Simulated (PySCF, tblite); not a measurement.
# C₇H₁₁ClOSi: geometry, infrared bands and NMR shifts

Aim: predict the infrared bands and NMR shifts of C₇H₁₁ClOSi (`Cl[SiH2]C1=C(OCC2CC2)C1`).

Computed with tblite 0.8.0 and PySCF 2.14.0, with density-fitted response routines of our own, on a single molecule in the gas phase. Atoms are numbered from 0 throughout.

### 1 The starting structure

21 atoms, charge 0, multiplicity 1; geometry from: force field or distance geometry start.

Bonds of the start (Å): Cl0–Si1 2.06, Si1–C2 1.76, C2–C3 1.33, C3–O4 1.37, O4–C5 1.43, C5–C6 1.49, C6–C7 1.50, C7–C8 1.51, C3–C9 1.46, C9–C2 1.43, C8–C6 1.50, Si1–H10 1.48, Si1–H11 1.49, C5–H12 1.09, C5–H13 1.09, C6–H14 1.08, C7–H15 1.08, C7–H16 1.09, C8–H17 1.08, C8–H18 1.08, C9–H19 1.08, C9–H20 1.09.

### 2 Optimising the geometry with GFN2-xTB

What the job is given:

```
{"job": {"kind": "relax", "xc": "GFN2-xTB", "basis": "xTB"}, "charge": 0, "multiplicity": 1}
Cl     4.893700     0.917800    -1.223200
Si     3.053000     0.013900    -1.069000
C      2.369500     0.723200     0.388200
C      1.175000     0.671300     0.974600
O      0.213600    -0.229700     0.601600
C     -1.046000     0.448800     0.513800
C     -2.069200    -0.531100     0.047600
C     -3.298700    -0.063400    -0.672200
C     -2.234100    -0.832300    -1.416200
C      2.359400     0.410100     1.780400
H      2.297700     0.313600    -2.302300
H      3.305400    -1.452700    -0.932200
H     -0.975900     1.298200    -0.168400
H     -1.321300     0.823000     1.505200
H     -2.178300    -1.351900     0.747700
H     -3.419900     0.988800    -0.883200
H     -4.237800    -0.574700    -0.464500
H     -1.627600    -0.293000    -2.129100
H     -2.450700    -1.849700    -1.699400
H      2.531700    -0.610700     2.087600
H      2.651600     1.197400     2.467900
```

Launch:

```sh
OMP_NUM_THREADS=1 python probes_run.py task.json out
```

The driver reads the jobs from task.json and runs them one after another.

**Question.** This job is followed by: GFN2-xTB harmonic vibrations, gas phase; GIAO PBE0/pcSseg-1 NMR shielding, non-relativistic, gas phase. What will the session give for the following? strongest single infrared mode (GFN2-xTB); zero-point energy (GFN2-xTB); 13C shifts against TMS (PBE0/pcSseg-1, means over atoms taken as alike); 1H shifts against TMS (PBE0/pcSseg-1, means over atoms taken as alike); 35Cl shifts against HCl (PBE0/pcSseg-1); 29Si shifts against TMS (PBE0/pcSseg-1); 17O shifts against H2O (PBE0/pcSseg-1).

**Answer**, as computed:

| quantity | value |
| --- | --- |
| strongest single infrared mode (GFN2-xTB) | 1893 cm⁻¹, 761 km/mol |
| zero-point energy (GFN2-xTB) | 99.4 kcal/mol |
| 13C shifts against TMS (PBE0/pcSseg-1, means over atoms taken as alike) | 168.9, 81.9, 68.3, 19.0, 15.9, 5.4 ppm |
| 1H shifts against TMS (PBE0/pcSseg-1, means over atoms taken as alike) | 5.48, 4.19, 1.76, 1.24, 0.56, 0.18 ppm |
| 35Cl shifts against HCl (PBE0/pcSseg-1) | -60 ppm |
| 29Si shifts against TMS (PBE0/pcSseg-1) | -37.9 ppm |
| 17O shifts against H2O (PBE0/pcSseg-1) | 152.7 ppm |

**Reading.** The optimisation took 193 steps and gained 1.910 eV; among the close pairs (by a distance rule), C2–C9 changed most, from 1.427 to 1.534 Å. All 57 modes are real, so the xTB geometry is a minimum. The strongest single mode, at 1893 cm⁻¹, moves mainly C3 and C2. GFN2-xTB is a fitted tight-binding method: band positions and strengths are rough. Its intensities can rank the bands wrongly. The most deshielded carbon is C3 (alkene carbon bearing oxygen), at 168.9 ppm: an sp2 carbon further deshielded by the attached heteroatom. At PBE0/pcSseg-1: The largest span, 244 ppm, is at O4, where the paramagnetic term is -214 ppm.
